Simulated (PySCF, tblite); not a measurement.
# C5H10ClNSi: geometry, infrared bands and NMR shifts

Wanted: the infrared bands and NMR shifts of C5H10ClNSi (`C[C@H](C#N)[Si](C)(C)Cl`), by calculation.

The runs use tblite 0.8.0 and PySCF 2.14.0, with density-fitted response routines of our own; the level of theory stands in each step. All values are computed, except where a source is named. Atoms are numbered from 0 throughout.

## Step 1: Starting geometry

18 atoms, charge 0, multiplicity 1; geometry from: force field or distance geometry start.

Bonds of the start (Å): C0–C1 1.55, C1–C2 1.48, C2–N3 1.16, C1–Si4 1.90, Si4–C5 1.87, Si4–C6 1.85, Si4–Cl7 2.06, C0–H8 1.10, C0–H9 1.09, C0–H10 1.09, C1–H11 1.08, C5–H12 1.09, C5–H13 1.09, C5–H14 1.10, C6–H15 1.10, C6–H16 1.09, C6–H17 1.09.

## Step 2: Relaxing the molecule with GFN2-xTB

The job: settings as JSON, then the geometry in Å.

```
{"job": {"kind": "relax", "xc": "GFN2-xTB", "basis": "xTB"}, "charge": 0, "multiplicity": 1}
C      2.103700    -0.893200     0.135900
C      1.186800     0.315400    -0.167400
C      1.247700     1.253700     0.974000
N      1.265200     2.010000     1.850700
Si    -0.621300    -0.135800    -0.528100
C     -1.614600     1.388700    -0.945400
C     -1.392600    -1.083000     0.858300
Cl    -0.631400    -1.336900    -2.202000
H      1.769700    -1.445600     1.026100
H      2.112100    -1.593400    -0.699600
H      3.122900    -0.566500     0.318900
H      1.580500     0.813400    -1.046900
H     -2.638000     1.128700    -1.218800
H     -1.661400     2.062300    -0.085100
H     -1.161100     1.949400    -1.771000
H     -0.843400    -2.006900     1.079100
H     -2.425100    -1.356500     0.629000
H     -1.408500    -0.497500     1.780800
```

Run with:

```bash
OMP_NUM_THREADS=1 python probes_run.py task.json out
```

One launch serves the whole session: the jobs run in the order shown.

**Question.** This job is followed by: GFN2-xTB harmonic vibrations, gas phase; GIAO PBE0/pcSseg-1 NMR shielding, non-relativistic, gas phase. What will the session give for the following? strongest single infrared mode (GFN2-xTB); zero-point energy (GFN2-xTB); 13C shifts against TMS (PBE0/pcSseg-1); 1H shifts against TMS (PBE0/pcSseg-1, means over atoms taken as alike); 15N shifts against NH3 (PBE0/pcSseg-1); 29Si shifts against TMS (PBE0/pcSseg-1); 35Cl shifts against HCl (PBE0/pcSseg-1).

**Answer**, as computed:

| quantity | value |
| --- | --- |
| strongest single infrared mode (GFN2-xTB) | 2394 cm⁻¹, 285 km/mol |
| zero-point energy (GFN2-xTB) | 87.2 kcal/mol |
| 13C shifts against TMS (PBE0/pcSseg-1) | 125.9, 15.4, 14.1, 2.7, -0.4 ppm |
| 1H shifts against TMS (PBE0/pcSseg-1, means over atoms taken as alike) | 1.78, 1.41, 0.58, 0.52 ppm |
| 15N shifts against NH3 (PBE0/pcSseg-1) | 297.2 ppm |
| 29Si shifts against TMS (PBE0/pcSseg-1) | 32.3 ppm |
| 35Cl shifts against HCl (PBE0/pcSseg-1) | -2 ppm |

In words: Relaxing lowered the energy by 0.141 eV in 50 steps; the close pair that moved most is Si4–C6, from 1.848 to 1.901 Å. All 48 modes are real, so the xTB geometry is a minimum. The strongest single mode, at 2394 cm⁻¹, moves mainly C2 and N3. Unscaled tight-binding wavenumbers are off by several per cent, some by more. Its intensities can rank the bands wrongly. The most deshielded carbon is C2 (nitrile carbon), at 125.9 ppm: this is the usual window of a C≡N carbon, which has no attached hydrogen. At PBE0/pcSseg-1: Shielding is most anisotropic at N3 (span 486 ppm, paramagnetic term -371 ppm).
